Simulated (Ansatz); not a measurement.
# B (B, beta-Sn type): the cost of one run

Program: Ansatz 0.2.0. Level of theory: DFT r2SCAN, plane waves (500 eV) with PAW, scalar-relativistic; the PAW data stem from PBE, with regenerated cores. These are calculated values, not measurements.

## (1) The structure to begin with

Symmetry: I4_1/amd, No. 141, tetragonal system. Conventional cell: a = 3.694 Å, b = 3.694 Å, c = 2.017 Å, α = 90.00°, β = 90.00°, γ = 90.00°. B (site symmetry -4m2) is surrounded by 6 B at 1.91 to 2.02 Å.

Coordinates:

```
B
1.0
    -1.84711    1.84711    1.00852
     1.84711   -1.84711    1.00852
     1.84711    1.84711   -1.00852
B
2
Cartesian
  0.0000 0.0000 0.0000
  0.0000 1.8471 0.5043
```

## (2) Geometry optimisation

input.yaml reads:

```yaml
crystal:
  lattice:
    - [-1.8471104345, 1.8471104345, 1.0085222972]
    - [1.8471104345, -1.8471104345, 1.0085222972]
    - [1.8471104345, 1.8471104345, -1.0085222972]
  atoms:
    - { symbol: B, position: [0.0, 0.0, 0.0] }
    - { symbol: B, position: [0.75, 0.25, 0.5] }
hamiltonian:
  xc: r2scan
  pseudopotentials:
    kind: paw
    azcp:
      B: "pseudopotentials/B.paw.azcp"
basis:
  ecutwfc: 500
  fft_grid_basis: typed
kpoints:
  mp_grid: { grid: [17, 17, 12], shift: [0, 0, 0] }
magnetization:
  spin_polarized: false
scf:
  occupations: { method: fermi_dirac, width: 0.1 }
relax:
  max_steps: 60
  f_tol: 0.01
  cell: {}
```

Command:

```console
> ansatz run input.yaml --threads 1 --pin off --max-ram 3584MiB --backend cpu --events-out ev --progress --plain --runs-dir out
```

Q: Estimate wall time and peak memory on 1 thread of Intel Xeon Platinum 8259CL at 2.50GHz (Skylake/Cascade Lake), shared host.

About 6.3 min, with a peak of 0.75 GiB.
